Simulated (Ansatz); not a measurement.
# CH₆Ge: ionisation energy by level of theory

The task here is to estimate one member of a computed series from the others.

Computed with Ansatz 0.2.0, Gaussian basis. Level: unrestricted cation, the program's frozen cores in correlated methods.

Plan: UKS PBE-D4/def2-TZVPP; UKS r2SCAN-D4/def2-TZVPP; UKS PBE0-D4/def2-TZVPP; UKS B3LYP-D4/def2-TZVPP; UKS wB97X-V/def2-TZVPP; UKS wB97M-V/def2-TZVPP; UKS B2PLYP/def2-TZVPP; UHF-CCSD(T)/def2-TZVPP; UHF-MP2/def2-QZVPP; extrapolation to the limit; then −ε(HOMO) from the neutral's earlier runs with LDA (SPW92), PBE-D4, revPBE-D4, BLYP-D4, r2SCAN-D4, B97M-V, PBE0-D4, B3LYP-D4, r2SCANh-D4, r2SCAN0-D4, HSE06-D4, BHLYP-D4, CAM-B3LYP-D4, LC-ωPBE, ωB97X-V, ωB97M-V.

### Structure used throughout

All runs share one geometry, relaxed beforehand with PBE0-D4 in a triple-zeta def2 set.

SMILES `[CH3][GeH3]`, 8 atoms, charge 0, spin multiplicity 1.

Atoms are counted from 1 here; the program's logs count them from 0.

Bond lengths: C1–Ge2 1.953 Å, C1–H3 1.090 Å, C1–H4 1.090 Å, C1–H5 1.090 Å, Ge2–H6 1.539 Å, Ge2–H7 1.539 Å, Ge2–H8 1.539 Å. Angles: Ge2–C1–H3 110.3°, Ge2–C1–H4 110.3°, Ge2–C1–H5 110.3°, H3–C1–H4 108.6°, H3–C1–H5 108.6°, H4–C1–H5 108.6°, C1–Ge2–H6 110.4°, C1–Ge2–H7 110.4°, C1–Ge2–H8 110.4°, H6–Ge2–H7 108.5°, H6–Ge2–H8 108.5°, H7–Ge2–H8 108.5°.

Set-up of the first run:

File in.yaml:

```yaml
crystal:
  periodic: [false, false, false]
  atoms:
    - {symbol: C, position_ang: [-0.310865, 0.190253, -0.971389]}
    - {symbol: Ge, position_ang: [0.296903, -0.181904, 0.846748]}
    - {symbol: H, position_ang: [-1.380121, 0.404248, -0.976535]}
    - {symbol: H, position_ang: [0.218832, 1.052162, -1.378407]}
    - {symbol: H, position_ang: [-0.124551, -0.669351, -1.615976]}
    - {symbol: H, position_ang: [0.030683, 1.028180, 1.760055]}
    - {symbol: H, position_ang: [1.807068, -0.479559, 0.857698]}
    - {symbol: H, position_ang: [-0.445748, -1.401229, 1.422107]}
basis:
  gaussian: {orbitals: def2-TZVPP}
total_charge: 1
magnetization: {spin_polarized: true, initial_magnetization: 1}
hamiltonian: {xc: pbe, dispersion: d4}
```

Steps of the session up to this table: Cation, UKS PBE-D4/def2-TZVPP; Cation, UKS r2SCAN-D4/def2-TZVPP; Cation, UKS PBE0-D4/def2-TZVPP; Cation, UKS B3LYP-D4/def2-TZVPP; Cation, UKS wB97X-V/def2-TZVPP; Cation, UKS wB97M-V/def2-TZVPP; Cation, UKS B2PLYP (frozen core)/def2-TZVPP; Cation, UHF-CCSD(T)/def2-TZVPP; Cation, UHF-MP2/def2-QZVPP.

One table of the session follows, with a row left open; its other results are not shown here.

For comparison, −ε(HOMO) of the neutral from earlier runs:

| functional | −ε(HOMO) (eV) |
| --- | --- |
| LDA (SPW92) | 7.80 |
| PBE-D4 | 7.68 |
| revPBE-D4 | 7.63 |
| BLYP-D4 | 7.54 |
| r2SCAN-D4 | 7.96 |
| B97M-V | ? |
| PBE0-D4 | 8.93 |
| B3LYP-D4 | 8.70 |
| r2SCANh-D4 | 8.43 |
| r2SCAN0-D4 | 9.12 |
| HSE06-D4 | 8.53 |
| BHLYP-D4 | 10.08 |
| CAM-B3LYP-D4 | 10.29 |
| LC-ωPBE | 11.68 |
| ωB97X-V | 11.31 |
| ωB97M-V | 11.15 |

Q: Estimate the row for B97M-V from the others.

**Answer.** −ε(HOMO) (eV): 8.05. In the column «−ε(HOMO) (eV)» it lies between r2SCAN-D4 (7.96) and r2SCANh-D4 (8.43).
